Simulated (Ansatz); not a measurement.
# Ge24H32 off sphere (Ge₂₄H₃₂): geometry, orbitals and charge

Aim: characterise Ge24H32 off sphere (Ge₂₄H₃₂) as a singlet: its structure, frontier levels and distribution of charge.

Program: Ansatz 0.2.0, Gaussian basis. Level of theory: RKS PBE0-D4/def2-SVP. These are calculated values, not measurements.

Plan: relaxation at r2SCAN-D4/def2-SVP; a single point at PBE0-D4/def2-SVP.

1 further run of the same task is left out (set aside as unsound or not needed).

### 1 The starting structure

56 atoms, charge 0, spin multiplicity 1.

Atoms are counted from 1 here; the program's logs count them from 0.

Bond lengths: Ge1–Ge14 2.432 Å, Ge1–Ge15 2.417 Å, Ge1–H25 1.522 Å, Ge1–H26 1.520 Å, Ge2–Ge13 2.401 Å, Ge2–Ge17 2.403 Å, Ge2–H27 1.518 Å, Ge2–H28 1.516 Å, Ge3–Ge16 2.431 Å, Ge3–Ge18 2.425 Å, Ge3–H29 1.520 Å, Ge3–H30 1.523 Å, Ge4–Ge14 2.453 Å, Ge4–Ge19 2.420 Å, Ge4–Ge20 2.453 Å, Ge4–H31 1.541 Å, Ge5–Ge16 2.453 Å, Ge5–Ge19 2.419 Å and more. Angles: Ge14–Ge1–Ge15 110.2°, Ge14–Ge1–H25 109.6°, Ge14–Ge1–H26 109.8°, Ge15–Ge1–H25 111.6°, Ge15–Ge1–H26 113.1°, H25–Ge1–H26 102.3°, Ge13–Ge2–Ge17 114.7°, Ge13–Ge2–H27 110.6°, Ge13–Ge2–H28 109.0°, Ge17–Ge2–H27 110.5°, Ge17–Ge2–H28 109.1°, H27–Ge2–H28 102.2°, Ge16–Ge3–Ge18 112.1°, Ge16–Ge3–H29 111.3°, Ge16–Ge3–H30 108.9°, Ge18–Ge3–H29 112.2°, Ge18–Ge3–H30 110.3°, H29–Ge3–H30 101.6° and more.

The start is a GFN2-xTB geometry.

### 2 Optimising with r2SCAN-D4/def2-SVP

in.yaml

```yaml
crystal:
  periodic: [false, false, false]
  atoms:
    - {symbol: Ge, position_ang: [-4.427910, 1.694140, -0.535700]}
    - {symbol: Ge, position_ang: [-2.018980, -3.781360, 2.548480]}
    - {symbol: Ge, position_ang: [1.255800, -4.014590, -0.731870]}
    - {symbol: Ge, position_ang: [-1.653890, 1.654610, -3.530420]}
    - {symbol: Ge, position_ang: [1.159570, -1.155580, -3.585020]}
    - {symbol: Ge, position_ang: [-1.676470, -1.247790, -0.753920]}
    - {symbol: Ge, position_ang: [-1.500330, 1.497340, 2.105710]}
    - {symbol: Ge, position_ang: [1.300970, -1.301510, 2.218180]}
    - {symbol: Ge, position_ang: [1.246160, 1.678330, -0.751180]}
    - {symbol: Ge, position_ang: [-1.698100, 4.425460, -0.532910]}
    - {symbol: Ge, position_ang: [4.017830, -1.252280, -0.730940]}
    - {symbol: Ge, position_ang: [3.779370, 2.018530, 2.550790]}
    - {symbol: Ge, position_ang: [-3.067380, -2.559900, 0.766620]}
    - {symbol: Ge, position_ang: [-3.090660, 0.333950, -2.043660]}
    - {symbol: Ge, position_ang: [-2.991700, 2.987760, 0.916150]}
    - {symbol: Ge, position_ang: [-0.163080, -2.635430, -2.144310]}
    - {symbol: Ge, position_ang: [-0.196400, -2.634790, 3.614720]}
    - {symbol: Ge, position_ang: [2.684160, -2.681230, 0.703700]}
    - {symbol: Ge, position_ang: [-0.259220, 0.263540, -4.935470]}
    - {symbol: Ge, position_ang: [-0.337050, 3.092400, -2.042120]}
    - {symbol: Ge, position_ang: [2.638360, 0.167600, -2.142480]}
    - {symbol: Ge, position_ang: [-0.096570, 0.095720, 0.674980]}
    - {symbol: Ge, position_ang: [2.634170, 0.195240, 3.615740]}
    - {symbol: Ge, position_ang: [2.556140, 3.068760, 0.772190]}
    - {symbol: H, position_ang: [-5.357970, 2.587610, -1.343080]}
    - {symbol: H, position_ang: [-5.405880, 0.811420, 0.223150]}
    - {symbol: H, position_ang: [-3.048850, -4.215750, 3.575800]}
    - {symbol: H, position_ang: [-1.521910, -5.109120, 2.011370]}
    - {symbol: H, position_ang: [2.046320, -5.016760, -1.556470]}
    - {symbol: H, position_ang: [0.375180, -4.933200, 0.105740]}
    - {symbol: H, position_ang: [-2.552390, 2.553320, -4.402280]}
    - {symbol: H, position_ang: [2.021780, -2.015660, -4.526780]}
    - {symbol: H, position_ang: [-2.307280, 0.638500, 3.073220]}
    - {symbol: H, position_ang: [-0.643490, 2.305150, 3.074160]}
    - {symbol: H, position_ang: [-2.589850, 5.356250, -1.339710]}
    - {symbol: H, position_ang: [-0.817570, 5.403200, 0.227330]}
    - {symbol: H, position_ang: [5.016820, -2.044160, -1.559130]}
    - {symbol: H, position_ang: [4.937950, -0.373360, 0.106830]}
    - {symbol: H, position_ang: [5.106590, 1.520230, 2.013840]}
    - {symbol: H, position_ang: [4.215350, 3.046030, 3.579300]}
    - {symbol: H, position_ang: [-3.998240, -3.470210, -0.018790]}
    - {symbol: H, position_ang: [-4.062920, -1.581440, 1.380660]}
    - {symbol: H, position_ang: [-4.028110, -0.534690, -2.901670]}
    - {symbol: H, position_ang: [-3.836810, 3.831840, 1.880150]}
    - {symbol: H, position_ang: [-0.995410, -3.562280, -3.046900]}
    - {symbol: H, position_ang: [0.616230, -3.600310, 4.465340]}
    - {symbol: H, position_ang: [-0.753270, -1.693440, 4.671270]}
    - {symbol: H, position_ang: [3.624190, -3.619480, 1.479660]}
    - {symbol: H, position_ang: [-1.119890, -0.548510, -5.891470]}
    - {symbol: H, position_ang: [0.552520, 1.128030, -5.887630]}
    - {symbol: H, position_ang: [0.533990, 4.030190, -2.897480]}
    - {symbol: H, position_ang: [3.565330, 1.003490, -3.042230]}
    - {symbol: H, position_ang: [1.694420, 0.748340, 4.676280]}
    - {symbol: H, position_ang: [3.599390, -0.619500, 4.464760]}
    - {symbol: H, position_ang: [1.575640, 4.059950, 1.388680]}
    - {symbol: H, position_ang: [3.463350, 4.005380, -0.011140]}
basis:
  gaussian: {orbitals: def2-SVP, fitting: {mean_field: def2-universal-jkfit}}
hamiltonian: {xc: r2scan, dispersion: d4}
scf: {lower_state_search: "off"}
output: {orbitals: {seedname: orbitals}}
relax: {f_tol: 0.03, max_steps: 70}
```

Started as:

```bash
ansatz run in.yaml --threads 11 --pin off --events-out ev --progress --plain --max-ram 110592MiB --backend cuda --devices 0, --max-vram 75GiB
```

After this run come: Single point, PBE0-D4/def2-SVP.

Q: Predict the results of all the runs planned. Wanted: point group; commonest bond, hydrogen aside; HOMO, LUMO at PBE0-D4/def2-SVP; dipole at r2SCAN-D4/def2-SVP.

As calculated:

| quantity | value |
| --- | --- |
| point group | Cs |
| commonest bond, hydrogen aside | Ge–Ge, 32 of mean length 2.434 Å |
| HOMO, LUMO at PBE0-D4/def2-SVP | -6.77, -1.22 eV |
| dipole at r2SCAN-D4/def2-SVP | 0.29 D |

**Reading.** The molecule keeps its bonding pattern by the stored test; the atoms moved 0.13 Å (rms). No usable vibrations, so a minimum isn't proven. Whether this spin is the lowest isn't tested here. The point group is read from a loosely relaxed geometry; soft torsions can leave it below the true symmetry.
